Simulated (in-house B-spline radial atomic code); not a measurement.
# Cd¹²⁺: excited configurations in jj coupling

Wanted: excitation energies of Cd¹²⁺ as differences of total energies (ΔSCF).

Method: Dirac-Hartree-Fock, average of configuration, Fermi nucleus, basis-set limit. Code: in-house B-spline radial atomic code version 1.

## Step 1: What is computed

| Property | Result |
| --- | --- |
| element | cadmium (Z = 48) |
| charge | +12 |
| electrons | 36 |
| configuration | 1s2 2s2 2p6 3s2 3p6 3d10 4s2 4p6 |
| Hamiltonian | Dirac-Coulomb |
| nucleus | Fermi, rms radius 4.609 fm |

The run's settings:

```ini
Z = 48
electrons = 36.0
configuration = 1s2 2s2 2p6 3s2 3p6 3d10 4s2 4p6
hamiltonian = dirac
method = hf
spin_polarised = False
nucleus = fermi
rms_radius = 4.6087
mass_number = 114
atomic_mass = 113.903364998
speed_of_light = 137.035999084
```

The reference is known from an earlier run: -5547.934643 hartree in all. Up to eight levels, counted from the top:

```csv
orbital,occupation,energy (eV),<r> (bohr)
3s1/2,2,-1055.44,0.3545
3p1/2,2,-936.81,0.3461
3p3/2,4,-900.83,0.3564
3d3/2,4,-692.80,0.3293
3d5/2,6,-685.57,0.3326
4s1/2,2,-359.25,0.8180
4p1/2,2,-313.20,0.8479
4p3/2,4,-305.55,0.8668
```

## Step 2: 1s2 2s2 2p6 3s2 3p6 3d-3 3d+6 4s2 4p6 6g+1

In configurations, a minus sign after the shell means j = l − 1/2 and a plus sign j = l + 1/2; the count of electrons follows.

The run's settings:

```ini
Z = 48
electrons = 36.0
configuration = 1s2 2s2 2p6 3s2 3p6 3d-3 3d+6 4s2 4p6 6g+1
hamiltonian = dirac
method = hf
spin_polarised = False
nucleus = fermi
rms_radius = 4.6087
mass_number = 114
atomic_mass = 113.903364998
speed_of_light = 137.035999084
```

## Step 3: 1s2 2s2 2p6 3s2 3p6 3d10 4s2 4p-1 4p+4 6s1

Changes to the settings of step 2:

```diff
@@ -2,3 +2,3 @@
 electrons = 36.0
-configuration = 1s2 2s2 2p6 3s2 3p6 3d-3 3d+6 4s2 4p6 6g+1
+configuration = 1s2 2s2 2p6 3s2 3p6 3d10 4s2 4p-1 4p+4 6s1
 hamiltonian = dirac
```

## Step 4: Configuration 1s2 2s2 2p6 3s2 3p-2 3p+3 3d10 4s2 4p6 5f-1

Changes to the settings of step 3:

```diff
@@ -2,3 +2,3 @@
 electrons = 36.0
-configuration = 1s2 2s2 2p6 3s2 3p6 3d10 4s2 4p-1 4p+4 6s1
+configuration = 1s2 2s2 2p6 3s2 3p-2 3p+3 3d10 4s2 4p6 5f-1
 hamiltonian = dirac
```

## Step 5: Configuration 1s2 2s2 2p6 3s2 3p6 3d-4 3d+5 4s2 4p6 8p-1

Changes to the settings of step 4:

```diff
@@ -2,3 +2,3 @@
 electrons = 36.0
-configuration = 1s2 2s2 2p6 3s2 3p-2 3p+3 3d10 4s2 4p6 5f-1
+configuration = 1s2 2s2 2p6 3s2 3p6 3d-4 3d+5 4s2 4p6 8p-1
 hamiltonian = dirac
```

## Step 6: Run with 1s2 2s2 2p6 3s2 3p-2 3p+3 3d10 4s2 4p6 4f+1

Changes to the settings of step 5:

```diff
@@ -2,3 +2,3 @@
 electrons = 36.0
-configuration = 1s2 2s2 2p6 3s2 3p6 3d-4 3d+5 4s2 4p6 8p-1
+configuration = 1s2 2s2 2p6 3s2 3p-2 3p+3 3d10 4s2 4p6 4f+1
 hamiltonian = dirac
```

Before running: How far above the reference does each configuration lie (order and size, in eV)?

**Answer**, as computed:

| net move | configuration | energy above the reference (eV) | with Breit, QED, recoil (eV) | largest <r> (bohr) |
| --- | --- | --- | --- | --- |
| 4p1/2 → 6s | 1s2 2s2 2p6 3s2 3p6 3d10 4s2 4p-1 4p+4 6s1 | 206.58 | 206.39 | 2.53 |
| 3d3/2 → 6g9/2 | 1s2 2s2 2p6 3s2 3p6 3d-3 3d+6 4s2 4p6 6g+1 | 620.47 | 620.15 | 3.28 |
| 3d5/2 → 8p1/2 | 1s2 2s2 2p6 3s2 3p6 3d-4 3d+5 4s2 4p6 8p-1 | 629.14 | 629.04 | 5.33 |
| 3p3/2 → 4f7/2 | 1s2 2s2 2p6 3s2 3p-2 3p+3 3d10 4s2 4p6 4f+1 | 722.28 | 721.45 | 1.02 |
| 3p3/2 → 5f5/2 | 1s2 2s2 2p6 3s2 3p-2 3p+3 3d10 4s2 4p6 5f-1 | 789.12 | 788.33 | 2.04 |

At the bottom stands 4p1/2 → 6s (206.58 eV), at the top 3p3/2 → 5f5/2 (789.12 eV). 4 of them lie more than 2 % above the ionisation threshold that Koopmans' theorem gives (305.55 eV), where such states can decay by emitting an electron. These are averages over configurations, without correlation, not spectroscopic levels.
